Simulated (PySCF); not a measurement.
# C5H15NSn (SnHMe2(NHiPr)): the cost of one run

The runs use PySCF 2.14.0, with density-fitted response routines of our own; the level of theory stands in each step. All values are computed, except where a source is named. Atoms are numbered from 0 throughout.

**1. The starting structure**

22 atoms, charge 0, multiplicity 1; geometry from: GFN2-xTB. The atoms were then displaced at random by about 0.03 Å, so the start is not that level's minimum.

Bonds of the start (Å): Sn0–H1 1.71, Sn0–C2 2.07, Sn0–C6 2.25, Sn0–N10 2.06, C2–H3 1.05, C2–H4 1.11, C2–H5 1.13, C6–H7 1.07, C6–H8 1.04, C6–H9 1.06, N10–C11 1.43, N10–H14 0.99, C11–C12 1.54, C11–C13 1.46, C11–H15 1.09, C12–H16 1.16, C12–H17 1.11, C12–H18 0.99, C13–H19 1.08, C13–H20 1.08, C13–H21 1.17.

**2. Optimising the geometry at PBE0-D3(BJ)/def2-SVP**

The job: settings as JSON, then the geometry in Å.

```
{"job": {"xc": "PBE0", "basis": "def2-SVP", "d3": "d3bj", "grid": 1, "maxiter": 40, "shake": 0.03, "kind": "geom"}, "charge": 0, "multiplicity": 1}
Sn     0.601440     1.150260     0.063180
H      0.732620     1.377460     1.752290
C      2.365350     0.656030    -0.894140
H      2.342600     0.430200    -1.920360
H      2.856720    -0.220550    -0.414980
H      3.117430     1.500040    -0.823430
C     -0.210750     3.069530    -0.784940
H     -1.072890     3.432380    -0.267420
H     -0.507100     2.932230    -1.767540
H      0.505890     3.844320    -0.702750
N     -0.860610    -0.181720    -0.519730
C     -1.015000    -1.468920     0.082630
C     -1.827440    -1.363380     1.384240
C      0.244290    -2.190530     0.218160
H     -1.755580     0.227530    -0.664810
H     -1.671470    -1.999000    -0.608170
H     -1.116220    -0.812390     2.113520
H     -1.956630    -2.372190     1.824570
H     -2.700060    -0.898510     1.318830
H      0.843500    -1.673320     0.947720
H      0.086440    -3.221850     0.491410
H      0.833440    -2.262640    -0.785280
```

The run is started by

```bash
$ OMP_NUM_THREADS=1 python probes_run.py task.json out
```

One launch serves the whole session: the jobs run in the order shown.

Q: Estimate the wall time and peak memory of this first job on 1 thread of Intel Xeon Platinum 8375C at 2.90GHz, shared host.

About 1.9 min, with a peak of 0.86 GiB.
